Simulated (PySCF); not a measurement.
# EuH2O (Eu(H2O)3+): the cost of one run

Program: PySCF 2.14.0. Level of theory: TPSS, Eu lcecp-1-SVP with ECP52, O def2-SVP, H def2-SVP; scalar-relativistic core potentials, no spin–orbit coupling. These are calculated values, not measurements.

4 further runs of the same task are left out: 2 for a known fault of the program, 1 that didn't finish, 1 set aside as unsound or not needed.

**1. Starting geometry**

4 atoms, charge 3, spin multiplicity 1.

Bond lengths: Eu1–O2 2.225 Å, O2–H3 1.012 Å, O2–H4 1.012 Å. Angles: Eu1–O2–H3 128.8°, Eu1–O2–H4 128.8°, H3–O2–H4 102.4°.

Geometry (Å):

```
Eu    0.00000    0.00000   -0.09627
O     0.00000    0.00000    2.12908
H     0.78870    0.00000    2.76351
H    -0.78870    0.00000    2.76351
```

Formal oxidation states: Eu +3. Each metal's 6 4f electrons lie in its core potential, so multiplicities, spins and levels count the valence alone. An earlier session relaxed this geometry at TPSS, Eu lcecp-1-SVP with ECP52, O def2-SVP, H def2-SVP (singlet, point group C2v).

Its energy there is -110.366296 Eh.

**2. Atoms moved at random, σ = 0.1 Å**

run.py (the lines that set the calculation)

```python
mol = gto.M(atom='''
Eu    -0.03534    -0.01958     0.03153
O     -0.02380     0.10836     2.07648
H      0.91806     0.00310     2.73561
H     -0.85892    -0.09188     2.71620''',
    basis={'Eu': 'lcecp-1-SVP', 'O': 'def2-SVP', 'H': 'def2-SVP'},
    ecp={'Eu': 'lcecp-1-SVP'},
    charge=3, spin=0)
mf = dft.RKS(mol, xc='TPSS')
mf.grids.atom_grid = (50, 194)  # f atoms: unpruned, at least (60, 302)
mf = mf.density_fit()  # fitting sets: Eu AutoAux, O def2-universal-JKFIT, H def2-universal-JKFIT
mf.conv_tol = 1e-08; mf.max_cycle = 55
mf.kernel(dm0)  # dm0: the density of the relaxed state
```

Started as:

```console
> OMP_NUM_THREADS=2 python run.py
```

**Question.** How long does this run take on 2 threads of AMD EPYC 9R45 (Zen 5), shared host?

About 1.3 s.
